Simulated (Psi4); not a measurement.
**InCNClF (SMILES N#[C][In]([F])[Cl]): levels of theory compared**

We compute a comparison of 3 runs (B3LYP/def2-SVP, M06-L/def2-SVP, TPSS/def2-SVP) of InCNClF. 

The results are computed with Psi4 1.11.

**1. The structure to begin with**

The species is InCNClF (5 atoms), meant as a singlet with charge 0. SMILES: `N#[C][In]([F])[Cl]`. One bond was lengthened or shortened from a relaxed shape.

Bond lengths: N1–C2 1.498 Å, C2–In3 2.082 Å, In3–F4 1.924 Å, In3–Cl5 2.280 Å. Angles: N1–C2–In3 178.9°, C2–In3–F4 118.2°, C2–In3–Cl5 125.8°, F4–In3–Cl5 115.9°.

**2. Energy and forces at B3LYP/def2-SVP (core potential) (run 1)**

The input, input.json:

```json
{
  "schema_name": "qcschema_input",
  "schema_version": 1,
  "molecule": {
    "schema_name": "qcschema_molecule",
    "schema_version": 2,
    "symbols": ["N", "C", "In", "F", "Cl"],
    "geometry": [-2.97782854, 3.12086002, 3.52047851, -1.47757686, 1.48230117, 1.76670495, 0.62436551, -0.7362373, -0.71129291, 0.82089703, -4.31027632, -0.07502213, 2.75843322, 0.68219113, -4.17459398],
    "molecular_charge": 0,
    "molecular_multiplicity": 1,
    "fix_symmetry": "c1"
  },
  "driver": "gradient",
  "model": {
    "method": "b3lyp",
    "basis": "def2-SVP"
  },
  "keywords": {
    "puream": true,
    "e_convergence": 1e-09,
    "d_convergence": 1e-08,
    "scf_type": "pk",
    "dft_radial_points": 99,
    "dft_spherical_points": 590
  }
}
```

On the command line:

```sh
$ psi4 --qcschema input.json -n 1 --memory 2200MB
```

stdout:

```text
[...]
    !!!  WARNING: ECP capability is in beta. Please check occupations closely.  !!!
[...]
  Running in c1 symmetry.
[...]
  Nuclear repulsion =  267.285799175865236
[...]
  Multiplicity = 1
[...]
  Nalpha       = 30
  Nbeta        = 30
[...]
    Number of basis functions: 86
[...]
   @RKS iter   1:  -842.57334617503182   -1.61876e+00   7.01687e-03 DIIS/ADIIS
[...]
   @RKS iter  13:  -842.72916097664950   -1.95541e-11   4.78416e-09 DIIS
[...]
  @RKS Final Energy:  -842.72916097664950
   => Energetics <=
    Nuclear Repulsion Energy =            267.2857991758652361
    One-Electron Energy =               -1766.6117805632432010
    Two-Electron Energy =                 711.2176924785231904
    DFT Exchange-Correlation Energy =     -54.6208720677948776
    Empirical Dispersion Energy =           0.0000000000000000
    VV10 Nonlocal Energy =                  0.0000000000000000
    Total Energy =                       -842.7291609766494958
[...]
  -Total Gradient:
     Atom            X                  Y                   Z
    ------   -----------------  -----------------  -----------------
       1       -0.152338506632     0.166391200325     0.178078234688
       2        0.158296118617    -0.172993906430    -0.185022644164
       3        0.001922242251    -0.000833606796    -0.002570309657
       4       -0.000530469023     0.012843614923    -0.002544779533
       5       -0.007338523703    -0.005492171075     0.012065297093
[...]
```

The result, in JSON:

```text
{
 "driver": "gradient",
 "model": {
  "method": "b3lyp",
  "basis": "def2-SVP"
 },
 "success": true,
 "return_result": [-0.15233850663173215, 0.16639120032482638, 0.17807823468777936, 0.15829611861687334, -0.17299390643019788, -0.1850226441635356, 0.0019222422513861003, -0.0008336067964413441, -0.002570309656525679, -0.0005304690232226057, 0.012843614923301244, -0.002544779533020361, -0.0073385237030446915, -0.005492171074959071, 0.012065297093239807],
 "properties": {
  "calcinfo_nbasis": 86,
  "calcinfo_nmo": 86,
  "calcinfo_nalpha": 30,
  "calcinfo_nbeta": 30,
  "calcinfo_natom": 5,
  "nuclear_repulsion_energy": 267.28579917586524,
  "return_energy": -842.7291609766495,
  "return_gradient": [-0.15233850663173215, 0.16639120032482638, 0.17807823468777936, 0.15829611861687334, -0.17299390643019788, -0.1850226441635356, 0.0019222422513861003, -0.0008336067964413441, -0.002570309656525679, -0.0005304690232226057, 0.012843614923301244, -0.002544779533020361, -0.0073385237030446915, -0.005492171074959071, 0.012065297093239807],
  "scf_one_electron_energy": -1766.6117805632432,
  "scf_two_electron_energy": 711.2176924785232,
  "scf_xc_energy": -54.62087206779488,
  "scf_dipole_moment": [0.3170478561114284, 0.05299131276898805, -0.47329820885703855],
  "scf_total_energy": -842.7291609766495,
  "scf_total_gradient": [-0.15233850663173215, 0.16639120032482638, 0.17807823468777936, 0.15829611861687334, -0.17299390643019788, -0.1850226441635356, 0.0019222422513861003, -0.0008336067964413441, -0.002570309656525679, -0.0005304690232226057, 0.012843614923301244, -0.002544779533020361, -0.0073385237030446915, -0.005492171074959071, 0.012065297093239807],
  "scf_iterations": 13
 }
}
```

Wall time 19 s (1 thread of AMD EPYC 7R43 (Zen 3), shared host); peak memory 0.78 GiB.

**3. A single-point energy at M06-L/def2-SVP (core potential) (run 2)**

The input, cclfinn.in:

```
memory 2.2 GB

molecule m {
  0 1
  N     -1.575799     1.651488     1.862957
  C     -0.781900     0.784400     0.934900
  In     0.330400    -0.389600    -0.376400
  F      0.434400    -2.280900    -0.039700
  Cl     1.459700     0.361000    -2.209100
  symmetry c1
  no_reorient
  no_com
}

set basis def2-SVP
set puream true
set e_convergence 1e-09
set d_convergence 1e-08
set scf_type pk
set dft_radial_points 99
set dft_spherical_points 590

E = energy('m06-l')
print_variables()
```

On the command line:

```sh
$ psi4 -n 1 cclfinn.in cclfinn.out
```

cclfinn.out:

```text
[...]
    !!!  WARNING: ECP capability is in beta. Please check occupations closely.  !!!
[...]
  Running in c1 symmetry.
[...]
  Nuclear repulsion =  267.285799018435910
[...]
  Multiplicity = 1
[...]
  Nalpha       = 30
  Nbeta        = 30
[...]
    Number of basis functions: 86
[...]
   @RKS iter   1:  -842.59605088653893   -1.48986e+00   7.67639e-03 DIIS/ADIIS
[...]
   @RKS iter  14:  -842.78923581962374    7.95808e-13   1.50078e-09 DIIS
[...]
  @RKS Final Energy:  -842.78923581962374
   => Energetics <=
    Nuclear Repulsion Energy =            267.2857990184359096
    One-Electron Energy =               -1766.6716900187702777
    Two-Electron Energy =                 724.2835635958392686
    DFT Exchange-Correlation Energy =     -67.6869084151286131
    Empirical Dispersion Energy =           0.0000000000000000
    VV10 Nonlocal Energy =                  0.0000000000000000
    Total Energy =                       -842.7892358196237410
[...]
 Multipole Moments:
 ------------------------------------------------------------------------------------
     Multipole            Electronic (a.u.)      Nuclear  (a.u.)        Total (a.u.)
 ------------------------------------------------------------------------------------
 L = 1.  Multiply by 2.5417464519 to convert [e a0] to [Debye]
 Dipole X            :        -37.4080960           37.6828529            0.2747569
 Dipole Y            :         11.9262392          -11.9163937            0.0098454
 Dipole Z            :         50.9360891          -51.3368687           -0.4007797
 Magnitude           :                                                    0.4860171
[...]
```

It took 27 s on 1 thread of AMD EPYC 7R43 (Zen 3), shared host; peak memory 1.5 GiB.

**4. Energy and gradient at TPSS/def2-SVP (core potential) (run 3)**

The input, job.py:

```python
import psi4

psi4.set_memory('2200 MB')
psi4.set_num_threads(1)
psi4.set_output_file('psi4.out', False)

molecule = psi4.geometry("""
0 1
N     -1.575799     1.651488     1.862957
C     -0.781900     0.784400     0.934900
In     0.330400    -0.389600    -0.376400
F      0.434400    -2.280900    -0.039700
Cl     1.459700     0.361000    -2.209100
symmetry c1
""")

options = {'basis': 'def2-SVP', 'puream': True, 'e_convergence': 1e-09, 'd_convergence': 1e-08, 'scf_type': 'pk', 'dft_radial_points': 99, 'dft_spherical_points': 590}
psi4.set_options(options)

energy_value, wavefunction = psi4.gradient('tpss', molecule=molecule, return_wfn=True)
psi4.oeprop(wavefunction, 'MAYER_INDICES', 'WIBERG_LOWDIN_INDICES', 'DIPOLE', title='TPSS')
print('gradient / Eh bohr^-1')
print(energy_value.np.round(6))
print(f'energy = {wavefunction.energy():.10f} Eh')
```

On the command line:

```sh
$ python job.py
```

psi4.out:

```text
[...]
    !!!  WARNING: ECP capability is in beta. Please check occupations closely.  !!!
[...]
  Running in c1 symmetry.
[...]
  Nuclear repulsion =  267.285799018435910
[...]
  Multiplicity = 1
[...]
  Nalpha       = 30
  Nbeta        = 30
[...]
    Number of basis functions: 86
[...]
   @RKS iter   1:  -842.42866197120964   -1.37615e+00   7.96363e-03 DIIS/ADIIS
[...]
   @RKS iter  13:  -842.63380760848088   -1.11413e-11   2.72719e-09 DIIS
[...]
  @RKS Final Energy:  -842.63380760848088
   => Energetics <=
    Nuclear Repulsion Energy =            267.2857990184359096
    One-Electron Energy =               -1766.4461123840187611
    Two-Electron Energy =                 723.9961592620123838
    DFT Exchange-Correlation Energy =     -67.4696535049103971
    Empirical Dispersion Energy =           0.0000000000000000
    VV10 Nonlocal Energy =                  0.0000000000000000
    Total Energy =                       -842.6338076084808790
[...]
  -Total Gradient:
     Atom            X                  Y                   Z
    ------   -----------------  -----------------  -----------------
       1       -0.140956209677     0.154032659791     0.164753711886
       2        0.147301619412    -0.161387722110    -0.172066694861
       3        0.002368392331    -0.002717648879    -0.002732765890
       4       -0.000841329599     0.015824749067    -0.002862059833
       5       -0.007848004933    -0.005849891663     0.012897180833
[...]
```

The script printed:

```text
gradient / Eh bohr^-1
[[-0.140956  0.154033  0.164754]
 [ 0.147302 -0.161388 -0.172067]
 [ 0.002368 -0.002718 -0.002733]
 [-0.000841  0.015825 -0.002862]
 [-0.007848 -0.00585   0.012897]]
energy = -842.6338076085 Eh
```

It took 31 s on 1 thread of AMD EPYC 7R43 (Zen 3), shared host; peak memory 1.5 GiB.

**5. All runs side by side**

| run | level | task | properties | energy (Eh) | dipole moment (D) | HOMO energy (eV) | LUMO energy (eV) | wall time |
| --- | --- | --- | --- | --- | --- | --- | --- | --- |
| 1 | B3LYP/def2-SVP (core potential) | gradient | – | -842.729161 | 1.45 | -8.68 | -3.56 | 19 s |
| 2 | M06-L/def2-SVP (core potential) | energy | – | -842.789236 | 1.24 | -8.04 | -4.14 | 27 s |
| 3 | TPSS/def2-SVP (core potential) | gradient | (mayer, wiberg, dipole) | -842.633808 | 1.27 | -7.78 | -4.08 | 31 s |

**6. Outcome**

| quantity | value |
| --- | --- |
| run 3: total energy | -842.63381 Eh |
| run 3: dipole moment | 1.27 D |
| run 3: HOMO energy | -7.78 eV |
| run 3: LUMO energy | -4.08 eV |
| run 3: HOMO–LUMO gap | 3.70 eV |
| run 3: largest force on an atom | 14.302 eV/Å |

In words: The dipole moment (its size) runs from 1.24 D (M06-L/def2-SVP) to 1.45 D (B3LYP/def2-SVP). The HOMO–LUMO gap runs from 3.70 eV (TPSS/def2-SVP) to 5.11 eV (B3LYP/def2-SVP). Totals of different functionals can't be ranked against each other. All runs together took 77 s, the longest 31 s.
